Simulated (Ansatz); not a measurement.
# CsBa3 under changes of volume

One of the cells (72.017 Å³/atom); the others are scaled copies at fixed shape and fractional positions:

```
Ba Cs
1.0
     6.60437    0.00000    0.00000
     0.00000    6.60437    0.00000
     0.00000    0.00000    6.60437
Ba Cs
3 1
Direct
  0.50000 0.50000 0.00000
  0.50000 0.00000 0.50000
  0.00000 0.50000 0.50000
  0.00000 0.00000 0.00000
```

The cell comes from a database or a generator and needn't be the stable form of this composition.

- Program: Ansatz 0.2.0
- Functional: PBE
- Potentials or basis: Ansatz PAW
- Cutoff: 420 eV (not typed: the program's choice for these potentials)
- k mesh: 4 × 4 × 4
- Occupations: fermi-dirac, width 0.05 eV
- Spin: no spin polarisation

| volume (Å³/atom) | energy over the lowest point (meV/atom) | pressure (GPa) |
| --- | --- | --- |
| 67.696 | 3.31 | 0.3 |
| 69.136 | 1.03 | 0.2 |
| 70.577 | 0.00 | 0.1 |
| 72.017 | ? | ? |
| 73.457 | 1.25 | -0.2 |
| 74.898 | 3.33 | -0.3 |
| 76.338 | 6.27 | -0.4 |

Q: What does the run at 72.017 Å³/atom give?

A: Energy over the lowest point 0.11 meV/atom; pressure -0.1 GPa.

Worked out: A Birch-Murnaghan fit of order 3 (a polynomial in V^(-2/3)) to the other rows has its minimum at 71.15 Å³/atom with B0 = V·E''(V) = 6.0 GPa and B' = 3.7. It gives 0.11 meV/atom at 72.017 Å³/atom, against the run's 0.11, and -dE/dV = -0.1 GPa, against -0.1.

Energies are extrapolated to zero smearing.
